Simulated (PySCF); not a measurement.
# A gas-phase reaction: AlH3O3 + AlCl3 → Al2Cl2H2O3 + ClH

Wanted: the reaction energy for `[OH][Al]([OH])[OH]` + `[Cl][Al]([Cl])[Cl]` → `[OH][Al]([OH])[O][Al]([Cl])[Cl]` + `Cl`.

Programs: PySCF 2.14.0. All values are calculated, for the isolated system unless a continuum is named. Atoms count from 0, parts from 1.

## (1) Starting point

Each species was relaxed by itself at PBE0-D3(BJ)/def2-SVP.

## (2) Energies of the species: wB97M-D3(BJ)/def2-TZVP

Job settings and geometry (Å):

```
{"job": {"kind": "react", "xc": "wB97M-D3(BJ)", "basis": "def2-TZVP"}, "charge": 0, "multiplicity": 1}
-1 AlH3O3 charge 0 multiplicity 1
O      1.117160     1.038100     0.766410
Al     0.003400     0.027670    -0.016540
O     -0.950750    -1.042100     0.888600
O     -0.156850     0.087130    -1.703030
H      1.246390     1.039260     1.715840
H     -1.587860    -1.640080     0.495330
H      0.357050     0.671680    -2.261690

-1 AlCl3 charge 0 multiplicity 1
Cl     1.464600    -0.698320     1.281120
Al     0.009630     0.009670    -0.021980
Cl    -1.262660     1.540320     0.574140
Cl    -0.170300    -0.810260    -1.922360

+1 Al2Cl2H2O3 charge 0 multiplicity 1
O      1.087250     1.468790     1.762800
Al     1.070820     0.467860     0.401500
O      2.568380     0.150380    -0.313590
O     -0.376560    -0.180870    -0.212360
Al    -1.830390    -0.801510    -0.757230
Cl    -2.320670    -0.765780    -2.783540
Cl    -3.207300    -1.629400     0.571800
H      0.320010     1.701310     2.285480
H      2.705920    -0.375360    -1.101320

+1 ClH charge 0 multiplicity 1
Cl     0.642970     0.000170     0.002100
H     -0.642080     0.001220    -0.001540
```

Method: wB97M-D3(BJ)/def2-TZVP reaction energy of separated species, gas phase.

Command:

```
$ OMP_NUM_THREADS=1 python cluster_run.py task.json out
```

This one command runs all jobs of the session in turn.

Output:

```text
species 1 (AlH3O3)
coarse grid: 29312 points
cycle   1  E = -470.0449338296  dE =  2.437e-01  |g| = 1.143e+00  |ddm| = 2.092e+00
cycle   2  E = -470.0131393593  dE =  3.179e-02  |g| = 1.292e+00  |ddm| = 1.051e+00
cycle   3  E = -470.2829354908  dE = -2.698e-01  |g| = 4.335e-02  |ddm| = 5.403e-01
cycle   4  E = -470.2835487484  dE = -6.133e-04  |g| = 1.162e-02  |ddm| = 3.810e-02
cycle   5  E = -470.2836154348  dE = -6.669e-05  |g| = 2.157e-03  |ddm| = 1.711e-02
cycle   6  E = -470.2836189627  dE = -3.528e-06  |g| = 6.747e-04  |ddm| = 3.985e-03
final grid: 61632 points
cycle   7  E = -470.2836091273  dE = -2.810e-07  |g| = 2.939e-04  |ddm| = 1.255e-03
cycle   8  E = -470.2836091646  dE = -3.739e-08  |g| = 2.134e-04  |ddm| = 4.260e-04
cycle   9  E = -470.2836091743  dE = -9.656e-09  |g| = 7.570e-05  |ddm| = 1.373e-04
cycle  10  E = -470.2836091774  dE = -3.056e-09  |g| = 2.840e-05  |ddm| = 1.170e-04
cycle  11  E = -470.2836091778  dE = -4.369e-10  |g| = 4.748e-06  |ddm| = 5.404e-05
converged SCF energy = -470.2836091778

species 2 (AlCl3)
coarse grid: 25304 points
cycle   1  E = -1623.4298931991  dE =  2.759e-01  |g| = 4.139e-01  |ddm| = 1.837e+00
cycle   2  E = -1623.4571786087  dE = -2.729e-02  |g| = 3.545e-01  |ddm| = 7.002e-01
cycle   3  E = -1623.4859660980  dE = -2.879e-02  |g| = 2.124e-02  |ddm| = 2.831e-01
cycle   4  E = -1623.4861820909  dE = -2.160e-04  |g| = 6.058e-03  |ddm| = 3.444e-02
cycle   5  E = -1623.4862116891  dE = -2.960e-05  |g| = 1.848e-03  |ddm| = 1.473e-02
cycle   6  E = -1623.4862130244  dE = -1.335e-06  |g| = 4.803e-04  |ddm| = 2.111e-03
final grid: 47128 points
cycle   7  E = -1623.4860729480  dE = -2.040e-07  |g| = 2.453e-04  |ddm| = 1.114e-03
cycle   8  E = -1623.4860729712  dE = -2.320e-08  |g| = 1.586e-04  |ddm| = 3.284e-04
cycle   9  E = -1623.4860729782  dE = -7.013e-09  |g| = 3.577e-05  |ddm| = 1.391e-04
cycle  10  E = -1623.4860729795  dE = -1.225e-09  |g| = 1.504e-05  |ddm| = 7.551e-05
cycle  11  E = -1623.4860729796  dE = -8.072e-11  |g| = 1.484e-06  |ddm| = 2.163e-05
converged SCF energy = -1623.4860729796

species 3 (Al2Cl2H2O3)
coarse grid: 45824 points
cycle   1  E = -1632.6037677248  dE =  5.942e-01  |g| = 1.254e+00  |ddm| = 2.713e+00
cycle   2  E = -1632.5474921804  dE =  5.628e-02  |g| = 1.461e+00  |ddm| = 1.357e+00
cycle   3  E = -1632.9020271826  dE = -3.545e-01  |g| = 8.245e-02  |ddm| = 7.098e-01
cycle   4  E = -1632.9034595372  dE = -1.432e-03  |g| = 5.231e-02  |ddm| = 9.078e-02
cycle   5  E = -1632.9039909799  dE = -5.314e-04  |g| = 1.437e-02  |ddm| = 3.436e-02
cycle   6  E = -1632.9040371126  dE = -4.613e-05  |g| = 5.724e-03  |ddm| = 1.207e-02
cycle   7  E = -1632.9040451592  dE = -8.047e-06  |g| = 8.957e-04  |ddm| = 5.414e-03
final grid: 91640 points
cycle   8  E = -1632.9040599136  dE = -5.173e-07  |g| = 5.917e-04  |ddm| = 1.723e-03
cycle   9  E = -1632.9040599595  dE = -4.587e-08  |g| = 6.258e-04  |ddm| = 7.134e-04
cycle  10  E = -1632.9040600259  dE = -6.646e-08  |g| = 8.937e-05  |ddm| = 3.019e-04
cycle  11  E = -1632.9040600309  dE = -4.984e-09  |g| = 4.922e-05  |ddm| = 1.451e-04
cycle  12  E = -1632.9040600319  dE = -9.636e-10  |g| = 1.204e-05  |ddm| = 6.743e-05
converged SCF energy = -1632.9040600319

species 4 (ClH)
coarse grid: 8792 points
cycle   1  E = -460.8485695370  dE = -7.958e-02  |g| = 2.186e-01  |ddm| = 7.689e-01
cycle   2  E = -460.8609845365  dE = -1.241e-02  |g| = 1.368e-01  |ddm| = 2.956e-01
cycle   3  E = -460.8652670936  dE = -4.283e-03  |g| = 1.307e-02  |ddm| = 9.983e-02
cycle   4  E = -460.8653058432  dE = -3.875e-05  |g| = 3.141e-03  |ddm| = 1.037e-02
cycle   5  E = -460.8653111410  dE = -5.298e-06  |g| = 7.173e-04  |ddm| = 4.670e-03
final grid: 17120 points
cycle   6  E = -460.8652801774  dE = -2.145e-07  |g| = 2.926e-04  |ddm| = 8.561e-04
cycle   7  E = -460.8652802010  dE = -2.356e-08  |g| = 1.266e-04  |ddm| = 3.252e-04
cycle   8  E = -460.8652802044  dE = -3.416e-09  |g| = 2.736e-05  |ddm| = 9.152e-05
cycle   9  E = -460.8652802049  dE = -4.550e-10  |g| = 7.444e-07  |ddm| = 5.356e-05
converged SCF energy = -460.8652802049

Reaction energy = 0.137 kcal/mol
```

Wall time 36 s (1 thread of Arm Neoverse V1, shared host); peak memory 1.1 GiB.

Species by species (with the dispersion term, which the log's SCF energies lack):

```csv
ν,species,energy (Eh),HOMO (eV)
-1,[OH][Al]([OH])[OH],-470.28795,-11.57
-1,[Cl][Al]([Cl])[Cl],-1623.49039,-11.69
+1,[OH][Al]([OH])[O][Al]([Cl])[Cl],-1632.91229,-11.49
+1,Cl,-460.86582,-11.82
```

## (3) Reaction energy: PBE0-D3(BJ)/def2-TZVP

The job, as its differences from that of step 2:

```diff
@@ -1,2 +1,2 @@
-{"job": {"kind": "react", "xc": "wB97M-D3(BJ)", "basis": "def2-TZVP"}, "charge": 0, "multiplicity": 1}
+{"job": {"kind": "react", "xc": "PBE0", "basis": "def2-TZVP", "disp": "d3bj"}, "charge": 0, "multiplicity": 1}
 -1 AlH3O3 charge 0 multiplicity 1
```

Method: PBE0-D3(BJ)/def2-TZVP reaction energy of separated species, gas phase.

Output:

```text
species 1 (AlH3O3)
coarse grid: 6744 points
cycle   1  E = -469.5463639220  dE =  3.822e-01  |g| = 1.286e+00  |ddm| = 2.177e+00
cycle   2  E = -469.0803885057  dE =  4.660e-01  |g| = 2.042e+00  |ddm| = 1.557e+00
cycle   3  E = -469.8368713809  dE = -7.565e-01  |g| = 6.860e-02  |ddm| = 1.007e+00
cycle   4  E = -469.8378023665  dE = -9.310e-04  |g| = 1.691e-02  |ddm| = 5.432e-02
cycle   5  E = -469.8378604557  dE = -5.809e-05  |g| = 2.930e-03  |ddm| = 1.769e-02
cycle   6  E = -469.8378617322  dE = -1.277e-06  |g| = 6.880e-04  |ddm| = 2.063e-03
final grid: 61632 points
cycle   7  E = -469.8382302798  dE = -3.275e-05  |g| = 7.233e-03  |ddm| = 1.024e-02
cycle   8  E = -469.8382194820  dE =  1.080e-05  |g| = 1.072e-02  |ddm| = 7.500e-03
cycle   9  E = -469.8382384173  dE = -1.894e-05  |g| = 3.094e-04  |ddm| = 4.664e-03
cycle  10  E = -469.8382384320  dE = -1.472e-08  |g| = 5.696e-05  |ddm| = 1.405e-04
cycle  11  E = -469.8382384322  dE = -2.002e-10  |g| = 4.582e-05  |ddm| = 4.530e-05
cycle  12  E = -469.8382384326  dE = -3.581e-10  |g| = 4.703e-06  |ddm| = 2.160e-05
converged SCF energy = -469.8382384326

species 2 (AlCl3)
coarse grid: 6496 points
cycle   1  E = -1622.6853388224  dE =  2.728e-01  |g| = 3.800e-01  |ddm| = 1.940e+00
cycle   2  E = -1622.6719298298  dE =  1.341e-02  |g| = 4.702e-01  |ddm| = 7.901e-01
cycle   3  E = -1622.7259189964  dE = -5.399e-02  |g| = 4.811e-02  |ddm| = 4.172e-01
cycle   4  E = -1622.7263637360  dE = -4.447e-04  |g| = 1.760e-02  |ddm| = 4.512e-02
cycle   5  E = -1622.7264429933  dE = -7.926e-05  |g| = 1.320e-03  |ddm| = 1.481e-02
cycle   6  E = -1622.7264433889  dE = -3.956e-07  |g| = 2.845e-04  |ddm| = 1.190e-03
final grid: 47128 points
cycle   7  E = -1622.7278910746  dE = -1.599e-05  |g| = 4.233e-03  |ddm| = 9.873e-03
cycle   8  E = -1622.7278912282  dE = -1.536e-07  |g| = 3.481e-03  |ddm| = 5.291e-03
cycle   9  E = -1622.7278932207  dE = -1.992e-06  |g| = 5.888e-04  |ddm| = 2.952e-03
cycle  10  E = -1622.7278933176  dE = -9.694e-08  |g| = 6.372e-05  |ddm| = 5.089e-04
cycle  11  E = -1622.7278933186  dE = -9.456e-10  |g| = 1.035e-05  |ddm| = 5.807e-05
converged SCF energy = -1622.7278933186

species 3 (Al2Cl2H2O3)
coarse grid: 11000 points
cycle   1  E = -1631.5474292619  dE =  7.076e-01  |g| = 1.389e+00  |ddm| = 2.861e+00
cycle   2  E = -1630.8681001125  dE =  6.793e-01  |g| = 2.331e+00  |ddm| = 1.967e+00
cycle   3  E = -1631.8897059438  dE = -1.022e+00  |g| = 1.679e-01  |ddm| = 1.331e+00
cycle   4  E = -1631.8932608933  dE = -3.555e-03  |g| = 1.190e-01  |ddm| = 1.719e-01
cycle   5  E = -1631.8957365287  dE = -2.476e-03  |g| = 2.875e-02  |ddm| = 6.802e-02
cycle   6  E = -1631.8958793448  dE = -1.428e-04  |g| = 5.005e-03  |ddm| = 1.879e-02
cycle   7  E = -1631.8958828567  dE = -3.512e-06  |g| = 1.891e-03  |ddm| = 4.317e-03
final grid: 91640 points
cycle   8  E = -1631.8994336451  dE = -3.337e-05  |g| = 1.080e-02  |ddm| = 1.571e-02
cycle   9  E = -1631.8994045477  dE =  2.910e-05  |g| = 1.660e-02  |ddm| = 1.288e-02
cycle  10  E = -1631.8994523502  dE = -4.780e-05  |g| = 1.294e-03  |ddm| = 8.186e-03
cycle  11  E = -1631.8994525866  dE = -2.365e-07  |g| = 4.815e-04  |ddm| = 8.661e-04
cycle  12  E = -1631.8994526265  dE = -3.988e-08  |g| = 1.124e-04  |ddm| = 2.690e-04
cycle  13  E = -1631.8994526286  dE = -2.134e-09  |g| = 2.991e-05  |ddm| = 8.773e-05
cycle  14  E = -1631.8994526289  dE = -2.260e-10  |g| = 6.008e-06  |ddm| = 2.502e-05
converged SCF energy = -1631.8994526289

species 4 (ClH)
coarse grid: 2248 points
cycle   1  E = -460.6520594910  dE = -4.486e-02  |g| = 1.913e-01  |ddm| = 8.003e-01
cycle   2  E = -460.6551322082  dE = -3.073e-03  |g| = 1.855e-01  |ddm| = 3.546e-01
cycle   3  E = -460.6638822097  dE = -8.750e-03  |g| = 1.442e-02  |ddm| = 1.632e-01
cycle   4  E = -460.6639030814  dE = -2.087e-05  |g| = 2.783e-03  |ddm| = 7.489e-03
cycle   5  E = -460.6639047367  dE = -1.655e-06  |g| = 1.077e-03  |ddm| = 2.587e-03
final grid: 17120 points
cycle   6  E = -460.6643743122  dE = -4.372e-06  |g| = 2.147e-03  |ddm| = 4.636e-03
cycle   7  E = -460.6643743967  dE = -8.451e-08  |g| = 1.707e-03  |ddm| = 2.692e-03
cycle   8  E = -460.6643749274  dE = -5.307e-07  |g| = 1.383e-04  |ddm| = 1.393e-03
cycle   9  E = -460.6643749329  dE = -5.479e-09  |g| = 2.098e-05  |ddm| = 1.112e-04
cycle  10  E = -460.6643749330  dE = -9.652e-11  |g| = 4.487e-06  |ddm| = 1.688e-05
converged SCF energy = -460.6643749330

Reaction energy = 1.234 kcal/mol
```

It took 20 s on 1 thread of Arm Neoverse V1, shared host; peak memory 0.9 GiB.

Reaction energy at this level: 1.23 kcal/mol.

## (4) Side by side

Energies in kcal/mol, with wall time:

```csv
run,reaction,time
wB97M-D3(BJ)/def2-TZVP,0.14,36 s
PBE0-D3(BJ)/def2-TZVP,1.23,20 s
```

## (5) What came out

| quantity | value |
| --- | --- |
| reaction energy (wB97M-D3(BJ)/def2-TZVP) | 0.14 kcal/mol |
| ΔH, ΔG at 298 K (xTB thermal terms) | -2.3, -0.5 kcal/mol |
| range of the reaction energy over the runs of this table | 0.14 to 1.23 kcal/mol |

In words: The reaction is exothermic by 2.3 kcal/mol in the gas phase; dispersion gives -0.08, and xTB itself gave 0.57 for the electronic energy (xTB energies and thermal terms come from the earlier relaxation of each species, not shown). No barrier was sought. The reaction energy runs from 0.14 (wB97M-D3(BJ)/def2-TZVP) to 1.23 kcal/mol (PBE0-D3(BJ)/def2-TZVP).
